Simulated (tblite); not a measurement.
**GFN1-xTB run of singlet C2H7GaN+**

Aim: energy and forces of singlet C2H7GaN+. Input form: a Python script.

The results are computed with tblite 0.8.0.

19 further runs of the same task are left out: 19 set aside as unsound or not needed.

## Step 1: The system as given

The species is C2H7GaN+ (11 atoms), meant as a singlet with charge +1. As SMILES of the parent species, `[CH2][Ga]([CH3])[NH2]`. The coordinates come from a PBE0-D4/def2-TZVP relaxation. This is one conformer, not always the lowest. That shape belongs to the parent species and isn't relaxed for this state.

Bond lengths: C1–Ga2 1.934 Å, Ga2–C3 1.963 Å, Ga2–N4 1.823 Å, C1–H5 1.087 Å, C1–H6 1.087 Å, C3–H7 1.093 Å, C3–H8 1.093 Å, C3–H9 1.091 Å, N4–H10 1.006 Å, N4–H11 1.006 Å. Some angles: C1–Ga2–C3 126.5°, C1–Ga2–N4 115.6°, C3–Ga2–N4 118.0°, Ga2–C1–H5 123.3°, Ga2–C1–H6 123.4°, Ga2–C3–H7 110.4°, Ga2–C3–H8 110.5°, Ga2–C3–H9 111.8°, Ga2–N4–H10 124.2°, Ga2–N4–H11 124.2°.

## Step 2: Energy and forces at GFN1-xTB

The input, script.py:

```python
"""GFN1-xTB energy and gradient"""
import json
import numpy as np
from tblite.interface import Calculator

symbols = ["C", "Ga", "C", "N", "H", "H", "H", "H", "H", "H", "H"]
numbers = np.array([6, 31, 6, 7, 1, 1, 1, 1, 1, 1, 1])
positions = np.array([  # bohr
    [-2.065660, 3.250707, -0.416685],
    [-0.080502, 0.186894, -0.227901],
    [0.662916, -1.772941, 2.831755],
    [1.199409, -0.942973, -3.221038],
    [-2.420550, 4.260199, -2.170917],
    [-2.938524, 4.134343, 1.219440],
    [-0.122076, -3.676273, 2.675852],
    [2.702308, -1.963614, 3.090458],
    [-0.124155, -0.886848, 4.518335],
    [2.261624, -2.507667, -3.406798],
    [0.925021, -0.081825, -4.892690],
])

xtb = Calculator("GFN1-xTB", numbers, positions, charge=1, uhf=0)
xtb.set("verbosity", 0)
xtb.set("accuracy", 0.1)
wfn = xtb.singlepoint()

print(f"total energy: {wfn.get('energy'):.8f} Eh")
eps = np.atleast_2d(wfn.get("orbital-energies")) * 27.211386
occ = np.atleast_2d(wfn.get("orbital-occupations"))
filled = occ.sum(axis=0) if eps.shape[0] == 1 else occ[0]
homo = np.nonzero(filled > 0.5)[0].max()
print("  MO   occupation   energy/eV")
for i in range(max(0, homo - 4), min(eps.shape[1], homo + 5)):
    print(f"{i + 1:4d} {filled[i]:10.4f} {eps[0, i]:12.4f}")
mu = wfn.get("dipole") * 2.541746
print(f"Dipole moment: {np.linalg.norm(mu):.4f} D, components " + " ".join(f"{c:.4f}" for c in mu))
q = wfn.get("charges")
g = wfn.get("gradient")
print("atom     charge      dE/dx        dE/dy        dE/dz   (Eh/bohr)")
for i, s in enumerate(symbols):
    print(f"{s:<2}{i + 1:<3} {q[i]:9.4f} {g[i, 0]:12.7f} {g[i, 1]:12.7f} {g[i, 2]:12.7f}")
print(f"gradient norm {np.linalg.norm(g):.6f} Eh/bohr")
out = {k: np.asarray(wfn.get(k)).tolist() for k in ("energy", "gradient", "charges", "dipole", "orbital-energies", "orbital-occupations")}
out.update(symbols=symbols, positions=(positions * 0.529177210903).tolist())
json.dump(out, open("results.json", "w"))
```

The run is started by

```bash
$ python script.py
```

Q: Predict the results. Wanted: total energy; HOMO energy; LUMO energy; HOMO–LUMO gap; largest force on an atom.

Computed results:

At GFN1-xTB:

| quantity | value |
| --- | --- |
| total energy | -11.93391 Eh |
| HOMO energy | -16.59 eV |
| LUMO energy | -16.36 eV |
| HOMO–LUMO gap | 0.23 eV |
| largest force on an atom | 1.636 eV/Å |
